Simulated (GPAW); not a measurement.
Runs of GPAW 26.7.0 on NiMoIrPdW. Symmetry: P3m1, No. 156, trigonal system. The conventional cell has a = 2.761 Å, b = 2.761 Å, c = 11.341 Å, α = 90.00°, β = 90.00°, γ = 120.00°. Ni (site symmetry 3m) has 3 W at 2.59 Å and 3 Pd at 2.68 Å and 6 Ni at 2.76 Å as nearest neighbours. Mo (site symmetry 3m) is surrounded by 3 Ir at 2.66 Å and 1 W at 2.66 Å and 6 Mo at 2.76 Å. Around Pd (site symmetry 3m) lie 3 Ni at 2.68 Å and 6 Pd at 2.76 Å and 3 Ir at 2.84 Å. Ir (site symmetry 3m) is surrounded by 3 Mo at 2.66 Å and 6 Ir at 2.76 Å and 3 Pd at 2.84 Å. W (site symmetry 3m) has 3 Ni at 2.59 Å and 1 Mo at 2.66 Å and 6 W at 2.76 Å as nearest neighbours. The cell was built by a generator and needn't be a form met in nature.

```tsv
task	level	potentials or basis	cell	k mesh	older calculator (legacy_gpaw)	optimizer	fmax	max steps	convergence	mesh quality	gap on the mesh (eV)	pressure (GPa)	moment (μB)	relaxed volume (Å³/atom)	largest force (eV/Å)
single point	optB88-vdW	GPAW PAW data sets (gpaw-data 1.2.1), pw	as given	6 × 6 × 2	yes	-	-	-	-	coarse	none	-	0.44	-	0.27
relaxation of cell and atoms	PBE+D3(BJ)	GPAW PAW data sets (gpaw-data 1.2.1), pw	relaxed	6 × 6 × 2	-	BFGS	0.02 eV/Å	60	density=1e-05 forces=0.0001	coarse	none	0.0	0.59	14.54	0.02
band structure	AM05	PAW data sets generated in the run's folder for this functional, pw	as given	8 × 8 × 2	-	-	-	-	-	not flagged	-	(d)	0.00	-	0.16
relaxation of cell and atoms	PBE	GPAW PAW data sets (gpaw-data 1.2.1), pw	relaxed	8 × 8 × 2	-	BFGS	0.05 eV/Å	100	density=1e-05 forces=0.0001	not flagged	none	-0.3	0.00	(b)	0.03
single point	vdW-DF-cx	GPAW PAW data sets (gpaw-data 1.2.1), pw	as given	6 × 6 × 2	-	-	-	-	-	coarse	none	-	0.49	-	0.22
band structure	TPSS	GPAW PAW data sets (gpaw-data 1.2.1), pw	as given	8 × 8 × 2	-	-	-	-	-	not flagged	-	(c)	0.00	-	(a)
electron localisation function	PBE	GPAW PAW data sets (gpaw-data 1.2.1), pw	as given	11 × 11 × 3	-	-	-	-	-	not flagged	none	-0.3	0.00	-	0.25
band structure	BLYP	PAW data sets generated in the run's folder for this functional, pw	as given	8 × 8 × 2	-	-	-	-	-	not flagged	-	10.0	0.00	-	0.45
```

Alike in all rows: spin collinear, ferromagnetic start; cutoff (eV) 600; smearing fermi-dirac 0.05 eV.

Q: Fill in the values left out.

A: (a) 0.38; (b) 14.96; (c) -5.5; (d) -10.1.

Caveats: some runs use coarse meshes; the stock nickel data set gives pressures a few GPa off other programs; the PAW data sets were made with another functional, which shifts forces and pressure a little (some runs); each step starts from the last one's moments, so a moment once lost doesn't come back (some runs); later steps reuse the first step's grids (some runs); pairwise dispersion overbinds metals, which lowers pressure and volume (some runs).

A k mesh can miss the band edges, and the runs leave out spin-orbit coupling on Ir, Mo, Pd, W.

A gap of «none» marks a metal or a gap under the smearing width.

Not every run made on this cell is shown here.
